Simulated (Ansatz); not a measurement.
# BBrClF: up Jacob's ladder to CCSD(T)

How much do the methods differ for BBrClF? The plan is to run it at one geometry with functionals of several rungs and with coupled cluster. The yardstick is the atomisation energy at the CCSD(T) limit.

Method: functionals in def2-TZVPP, the program's frozen cores in correlated methods; program: Ansatz 0.2.0, Gaussian basis.

The runs, in order: LDA (SPW92), PBE-D4, revPBE-D4, BLYP-D4, r2SCAN-D4, B97M-V, PBE0-D4, B3LYP-D4, r2SCANh-D4, r2SCAN0-D4, HSE06-D4, BHLYP-D4, CAM-B3LYP-D4, LC-ωPBE, ωB97X-V, ωB97M-V, B2PLYP, PBE-QIDH; CCSD(T)/def2-SVP; CCSD(T)/def2-TZVPP; MP2/def2-QZVPP; extrapolation to the limit; RPA on PBE.

## 1. The relaxed structure

An earlier PBE0-D4 in a triple-zeta def2 set relaxation fixed the geometry.

SMILES `FB(Cl)Br`, 4 atoms, charge 0, spin multiplicity 1.

Atoms are counted from 1 here; the program's logs count them from 0.

Bond lengths: F1–B2 1.309 Å, B2–Cl3 1.737 Å, B2–Br4 1.903 Å. Angles: F1–B2–Cl3 119.4°, F1–B2–Br4 119.0°, Cl3–B2–Br4 121.6°.

## 2. LDA

This LDA is Slater exchange with PW92 correlation.

Input file in.yaml:

```yaml
crystal:
  periodic: [false, false, false]
  atoms:
    - {symbol: F, position_ang: [-0.037756, -1.334961, -0.542416]}
    - {symbol: B, position_ang: [0.000537, -0.136294, -0.018143]}
    - {symbol: Cl, position_ang: [-0.369872, 0.070957, 1.665957]}
    - {symbol: Br, position_ang: [0.462591, 1.340099, -1.125799]}
basis:
  gaussian: {orbitals: def2-TZVPP}
hamiltonian: {xc: lda}
output: {orbitals: {seedname: orbitals}}
```

Further steps of the session: PBE-D4 (GGA); revPBE-D4 (GGA); BLYP-D4 (GGA); r2SCAN-D4 (meta-GGA); B97M-V (meta-GGA); PBE0-D4 (hybrid); B3LYP-D4 (hybrid); r2SCANh-D4 (hybrid); r2SCAN0-D4 (hybrid); HSE06-D4 (hybrid); BHLYP-D4 (hybrid); CAM-B3LYP-D4 (range-separated); LC-ωPBE-D4 (range-separated); ωB97X-V (range-separated); ωB97M-V (range-separated); B2PLYP (double hybrid); PBE-QIDH (double hybrid); CCSD(T) in def2-SVP; CCSD(T) in def2-TZVPP; MP2 in def2-QZVPP; RPA on PBE orbitals.

Q: Predict the results of all the runs planned. Wanted: atomisation energy, CCSD(T)/CBS; farthest beyond LDA; mean size of error, GGA; mean size of error, meta-GGA; mean size of error, hybrid; mean size of error, range-separated; mean size of error, double hybrid; gap, smallest and largest; T1 diagnostic.

As calculated:

```
                               quantity                                                                              value
        atomisation energy, CCSD(T)/CBS                                                                      1489.4 kJ/mol
 functionals within 14.9 kJ/mol (1.0 %)  revPBE-D4, BLYP-D4, r2SCAN0-D4, CAM-B3LYP-D4, LC-ωPBE, ωB97X-V, ωB97M-V, PBE-QIDH
                    farthest beyond LDA                                                            BHLYP-D4 (-72.1 kJ/mol)
                mean size of error, GGA                                                                        25.4 kJ/mol
           mean size of error, meta-GGA                                                                        27.2 kJ/mol
             mean size of error, hybrid                                                                        25.4 kJ/mol
    mean size of error, range-separated                                                                         4.1 kJ/mol
      mean size of error, double hybrid                                                                        14.8 kJ/mol
              gap, smallest and largest                                          5.24 eV (LDA (SPW92)), 12.79 eV (LC-ωPBE)
                          T1 diagnostic                                                                             0.0103
triples share of the correlation energy                                                                              3.6 %
```

What this shows: The LDA atomisation energy is off by 270.6 kJ/mol (18 %): it overbinds. PBE-D4 misses by +61.7 kJ/mol. Double hybrids carry the basis error of their MP2 part in triple zeta, and no dispersion term here, so their miss is partly the set-up's. The rungs range-separated, double hybrid miss on average by less than the doubt on the reference (14.9 kJ/mol), so they tie. Misses under about 14.9 kJ/mol are within the doubt on the reference itself, which lacks core-valence correlation, relativity and higher excitations, and its outer-core shells are covered unevenly. All levels share the lack of spin-orbit coupling, which lowers the free heavy atoms and so the true binding. Hartree-Fock recovers 75 % of the binding; the rest is correlation. CCSD(T) in def2-SVP is off by -68.3 kJ/mol, so the small basis spoils what the method gains. Orbital gaps span 5.2 to 12.8 eV; exact exchange widens them. Correlated methods include outer-core shells of Br, which these sets cover unevenly.
